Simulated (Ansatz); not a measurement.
**LuZr: how the settings move a single-point run**

How sensitive is a single-point run of LuZr to its settings? A reference run comes first, then one run with altered input.

Program: Ansatz 0.2.0. Level of theory: reference: DFT, r2SCAN, PAW with Ansatz's default frozen-core files, scalar-relativistic. These are calculated values, not measurements.

## Step 1: The system as given

It takes space group P-6m2 (No. 187, hexagonal). The conventional cell has a = 3.372 Å, b = 3.372 Å, c = 5.261 Å, α = 90.00°, β = 90.00°, γ = 120.00°. Lu (site symmetry -6m2) is surrounded by 6 Zr at 3.27 Å and 6 Lu at 3.37 Å. Zr (site symmetry -6m2) is surrounded by 6 Lu at 3.27 Å and 6 Zr at 3.37 Å.

Coordinates:

```
Lu Zr
1.0
     3.37173    0.00000    0.00000
    -1.68587    2.92001    0.00000
     0.00000    0.00000    5.26147
Lu Zr
1 1
Direct
  0.00000 0.00000 0.00000
  0.33333 0.66667 0.50000
```

## Step 2: The reference run

Contents of input.yaml:

```yaml
crystal:
  lattice:
    - [3.3717317774, 0.0, 0.0]
    - [-1.6858658887, 2.920005374, 0.0]
    - [0.0, 0.0, 5.26147191]
  atoms:
    - { symbol: Lu, position: [0.0, 0.0, 0.0] }
    - { symbol: Zr, position: [0.3333333333, 0.6666666667, 0.5], spin: 0.05 }
magnetization:
  spin_polarized: true
  magnetic_field: 500
kpoints:
  mp_grid: { grid: [10, 10, 6] }
scf:
  occupations: { method: fermi_dirac, width: 0.05 }
  convergence: { dr2_threshold: 1.0e-10 }
  lower_state_search: "off"
hamiltonian:
  xc: r2scan
  pseudopotentials: { kind: paw }
output:
  forces: true
  stress: true
  eigenvalues: true
```

Launch:

```sh
$ ansatz run input.yaml --threads 1 --pin off --max-ram 3072MiB --backend cpu --events-out ev --progress --plain --runs-dir out
```

## Step 3: Variant: occupations.method tetrahedron_uncorrected, width left out

Edit input.yaml of step 2 so:

```diff
@@ -14,3 +14,3 @@
 scf:
-  occupations: { method: fermi_dirac, width: 0.05 }
+  occupations: { method: tetrahedron_uncorrected }
   convergence: { dr2_threshold: 1.0e-10 }
```

**Question.** What will these runs give? Wanted: for each run, ending; energy change; pressure; abs. moment; force.

**Answer**, as computed:

| run | ending | energy change | pressure (GPa) | abs. moment (μB) | force (eV/Å) | cycles | time |
| --- | --- | --- | --- | --- | --- | --- | --- |
| reference | converged | 0 | -0.3 | 0.31 | 0.00 | 20 | 58 s |
| 1: occupations.method tetrahedron_uncorrected, width left out | converged | +13.1 meV/atom (σ→0) | -0.2 | 0.36 | 0.00 | 21 | 60 s |

Residual by cycle in the longest SCF loop of each run; runs are numbered as in the table. The quantity is the density residual dr2, in eV.

| cycle | reference | run 1 |
| --- | --- | --- |
| 1 | 0.556 | 0.536 |
| 3 | 0.0195 | 0.0155 |
| 5 | 9.5e-4 | 0.00122 |
| 6 | 8.5e-4 | 0.0015 |
| 8 | 2.2e-4 | 5.9e-5 |
| 10 | 2.9e-5 | 1.2e-5 |
| 12 | 8.1e-7 | 2.4e-6 |
| 14 | 2.3e-7 | 1.1e-7 |
| 16 | 1.9e-8 | 1.9e-8 |
| 17 | 7.6e-9 | 3.5e-9 |
| 19 | 3.8e-10 | 5.0e-10 |
| 21 | - | 3.0e-11 |

What this shows: Changing the smearing moves the energy by +13.1 meV/atom (σ→0 values), and the absolute moment goes from 0.31 to 0.36 μB. Cost: 21 SCF cycles against 20.
